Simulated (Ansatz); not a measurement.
**Molecular dynamics of NaSrP3O9**

The input (input.yaml):

```yaml
crystal:
  lattice:
    - [7.060087541, 0.0601478638, 0.051259888]
    - [0.9965706048, 7.3283397939, 0.0942375606]
    - [1.3857668326, 0.8024580836, 8.0547294643]
  atoms:
    - { symbol: Na, position: [0.49276377, 0.44791425, 0.28662081] }
    - { symbol: Na, position: [0.51209243, 0.65491396, 0.76981029] }
    - { symbol: Sr, position: [0.03419004, 0.72592691, 0.57715661] }
    - { symbol: Sr, position: [0.9935797, 0.32443445, 0.33289326] }
    - { symbol: P, position: [0.83582377, 0.82589235, 0.2426287] }
    - { symbol: P, position: [0.20802808, 0.23544569, 0.71872414] }
    - { symbol: P, position: [0.84133054, 0.32680387, 0.92705004] }
    - { symbol: P, position: [0.16182253, 0.73651107, 0.04025652] }
    - { symbol: P, position: [0.65265663, 0.13351987, 0.69533057] }
    - { symbol: P, position: [0.36421509, 0.92111655, 0.26295599] }
    - { symbol: O, position: [0.1136946, 0.13023314, 0.61087601] }
    - { symbol: O, position: [0.93505993, 0.91820323, 0.33750712] }
    - { symbol: O, position: [0.37250254, 0.08624091, 0.76944598] }
    - { symbol: O, position: [0.60744473, 0.92604433, 0.21902615] }
    - { symbol: O, position: [0.23202379, 0.43426001, 0.62405888] }
    - { symbol: O, position: [0.82241323, 0.63316586, 0.34714188] }
    - { symbol: O, position: [0.06854402, 0.28114021, 0.89991071] }
    - { symbol: O, position: [0.92953776, 0.82726962, 0.0617119] }
    - { symbol: O, position: [0.77850516, 0.3077205, 0.12205229] }
    - { symbol: O, position: [0.21221056, 0.79164798, 0.86146121] }
    - { symbol: O, position: [0.78906046, 0.518229, 0.83807944] }
    - { symbol: O, position: [0.15103346, 0.5479519, 0.13422058] }
    - { symbol: O, position: [0.73821494, 0.16757131, 0.85616668] }
    - { symbol: O, position: [0.28351202, 0.84410159, 0.13120968] }
    - { symbol: O, position: [0.67275523, 0.28075579, 0.54955059] }
    - { symbol: O, position: [0.35420018, 0.78016413, 0.41373041] }
    - { symbol: O, position: [0.73272039, 0.94613343, 0.69436725] }
    - { symbol: O, position: [0.26718083, 0.11955567, 0.2735786] }
basis:
  ecutwfc: 420.0
kpoints:
  mp_grid: { grid: [1, 1, 1] }
hamiltonian:
  xc: pbesol
scf:
  occupations: { method: fermi_dirac, width: 0.05 }
  lower_state_search: "off"
md:
  timestep: 1
  n_steps: 400
  ensemble: nvt_langevin
  temperature: 2400.0
  initial_velocities: maxwell_boltzmann
  seed: 861013
  friction: 0.02
```

Run as:

```bash
$ ansatz run input.yaml --threads 1 --pin off --max-ram 3072MiB --backend cpu --events-out ev --progress --plain --runs-dir out
```

It goes on from the last frame of an earlier run, with new velocities.

Output, in part (step lines):

```
md step     0: t =     0.00 fs  T =  2314.3 K  F+E_penalty+E_count = -24488.48798272 eV  E_kin = 8.376048 eV  (10 SCF iters)
md step     1: t =     1.00 fs  T =  2257.5 K  F+E_penalty+E_count = -24488.45075799 eV  E_kin = 8.170388 eV  (9 SCF iters)
md step     2: t =     2.00 fs  T =  2146.4 K  F+E_penalty+E_count = -24488.41890002 eV  E_kin = 7.768462 eV  (9 SCF iters)
md step     3: t =     3.00 fs  T =  2083.2 K  F+E_penalty+E_count = -24488.36861196 eV  E_kin = 7.539738 eV  (9 SCF iters)
md step     4: t =     4.00 fs  T =  1904.7 K  F+E_penalty+E_count = -24488.28521414 eV  E_kin = 6.893493 eV  (9 SCF iters)
md step     5: t =     5.00 fs  T =  1944.6 K  F+E_penalty+E_count = -24488.19653644 eV  E_kin = 7.038135 eV  (8 SCF iters)
md step     6: t =     6.00 fs  T =  1972.7 K  F+E_penalty+E_count = -24488.14309549 eV  E_kin = 7.139675 eV  (7 SCF iters)
md step     7: t =     7.00 fs  T =  2098.3 K  F+E_penalty+E_count = -24488.13252634 eV  E_kin = 7.594370 eV  (8 SCF iters)
[... lines left out ...]
md step   400: t =   400.00 fs  T =  2135.2 K  F+E_penalty+E_count = -24486.98271839 eV  E_kin = 7.727759 eV  (9 SCF iters)
```

The steps, from the saved trajectory:

```
time (fs)  T (K)  potential energy less start (eV)
      0.0   2314                             0.000
     13.0   1817                             0.191
     26.0   2029                             0.614
     39.0   2459                             2.214
     52.0   2273                             3.535
     65.0   2221                             4.574
     78.0   2257                             5.149
     91.0   1770                             7.097
    104.0   2528                             4.096
    117.0   2303                             3.367
    130.0   2372                             3.268
    143.0   2562                             1.774
    156.0   2492                             1.314
    169.0   2245                             2.262
    182.0   2056                             1.542
    195.0   2436                             2.163
    208.0   2636                             1.428
    221.0   2705                             2.367
    234.0   2792                             3.897
    247.0   2521                             5.219
    260.0   2623                             3.151
    273.0   2600                             3.379
    286.0   2523                             4.378
    299.0   2387                             3.931
    312.0   2236                             4.466
    325.0   2035                             3.113
    338.0   2982                             0.985
    351.0   1952                             1.863
    364.0   2039                             1.452
    377.0   2293                             2.549
    390.0   2351                             2.754
```

The run went to its last step. A run of 0.4 ps of so small a system gives no equilibrium averages. Limits of this set-up: coarse k mesh.

Mean squared displacements from the first frame to the last, about the centre of mass: Na 1.33 Å², Sr 2.15 Å², P 0.38 Å², O 1.00 Å².

Last frame:

```xyz
28
Lattice="7.0601 0.0601 0.0513 0.9966 7.3283 0.0942 1.3858 0.8025 8.0547" Properties=species:S:1:pos:R:3
Na 4.800 3.383 1.972
Na 4.607 5.879 5.079
Sr 0.813 5.975 6.005
Sr 8.290 1.778 1.827
P 7.066 5.295 2.528
P 2.284 2.439 5.243
P 7.369 2.381 7.443
P 2.013 5.192 0.319
P 5.109 1.704 5.483
P 4.166 6.674 1.887
O 2.366 1.381 4.258
O 7.283 5.991 3.799
O 3.646 2.413 6.016
O 5.709 5.793 1.535
O 1.963 4.003 5.033
O 6.835 3.910 2.583
O 1.266 1.571 6.471
O 8.207 6.020 1.532
O 6.207 1.151 0.913
O 2.909 6.148 6.853
O 7.310 3.931 7.625
O 2.321 3.823 1.011
O 5.925 2.119 6.897
O 3.204 6.125 0.472
O 5.756 2.299 4.271
O 3.562 6.333 3.178
O 5.814 7.581 5.702
O 3.336 0.838 1.487
```

Run time: 17 min on 1 thread of Intel(R) Xeon(R) Platinum 8375C CPU @ 2.90GHz (Ice Lake) (shared host), peak memory 0.57 GiB.
